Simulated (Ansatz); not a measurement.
**CH₆AsBO: how energies converge with the basis set**

An exercise on one series of results from a longer session: the logs are not shown, and one member is left open.

Computed with Ansatz 0.2.0, Gaussian basis. Level: one geometry, several basis sets.

The runs, in order: PBE0-D4/def2-SVP; ωB97M-V/def2-SVP; PBE0-D4/def2-QZVPP; ωB97M-V/def2-QZVPP; the functionals' def2-TZVPP values are taken from earlier runs.

## The relaxed structure

The geometry comes from an earlier relaxation with PBE0-D4 in a triple-zeta def2 set; it is a stationary point, not always the lowest conformer.

SMILES `B[AsH]CO`, 10 atoms, charge 0, spin multiplicity 1.

Atoms are counted from 1 here; the program's logs count them from 0.

Bond lengths: B1–As2 1.975 Å, B1–H5 1.194 Å, B1–H6 1.193 Å, As2–C3 1.965 Å, As2–H7 1.513 Å, C3–O4 1.408 Å, C3–H8 1.097 Å, C3–H9 1.096 Å, O4–H10 0.962 Å. Angles: As2–B1–H5 118.8°, As2–B1–H6 120.2°, H5–B1–H6 120.4°, B1–As2–C3 101.8°, B1–As2–H7 101.2°, C3–As2–H7 99.3°, As2–C3–O4 110.8°, As2–C3–H8 105.5°, As2–C3–H9 107.5°, O4–C3–H8 112.3°, O4–C3–H9 112.0°, H8–C3–H9 108.4°, C3–O4–H10 108.5°.

Set-up of the first run:

in.yaml reads:

```yaml
crystal:
  periodic: [false, false, false]
  atoms:
    - {symbol: B, position_ang: [-1.745122, 0.720727, 0.174644]}
    - {symbol: As, position_ang: [-0.052487, 0.578260, 1.183098]}
    - {symbol: C, position_ang: [0.934366, -0.750539, 0.124524]}
    - {symbol: O, position_ang: [0.993684, -0.366411, -1.229190]}
    - {symbol: H, position_ang: [-2.252247, -0.277390, -0.240938]}
    - {symbol: H, position_ang: [-2.329482, 1.759924, 0.127427]}
    - {symbol: H, position_ang: [0.664786, 1.832304, 0.733070]}
    - {symbol: H, position_ang: [0.397017, -1.696711, 0.266126]}
    - {symbol: H, position_ang: [1.931969, -0.850423, 0.566881]}
    - {symbol: H, position_ang: [1.540615, -1.000941, -1.702642]}
basis:
  gaussian: {orbitals: def2-SVP}
hamiltonian: {xc: pbe0, dispersion: d4}
output: {orbitals: {seedname: orbitals}}
```

Steps of the session up to this table: PBE0-D4 in def2-SVP; ωB97M-V in def2-SVP; PBE0-D4 in def2-QZVPP; ωB97M-V in def2-QZVPP.

One table of the session follows, with a row left open; its other results are not shown here.

It belongs to the step «Functionals by basis». 

| functional | basis | HOMO (eV) | LUMO (eV) |
| --- | --- | --- | --- |
| PBE0-D4 | def2-SVP | -6.95 | -1.63 |
| PBE0-D4 | def2-TZVPP | ? | ? |
| PBE0-D4 | def2-QZVPP | -7.07 | -1.77 |
| ωB97M-V | def2-SVP | -9.04 | 0.38 |
| ωB97M-V | def2-TZVPP | -9.14 | 0.20 |
| ωB97M-V | def2-QZVPP | -9.17 | 0.11 |

Q: Estimate the row for PBE0-D4, def2-TZVPP from the others.

As computed: HOMO (eV): -7.03; LUMO (eV): -1.73. In the column «HOMO (eV)» it lies between PBE0-D4, def2-QZVPP (-7.07) and PBE0-D4, def2-SVP (-6.95).
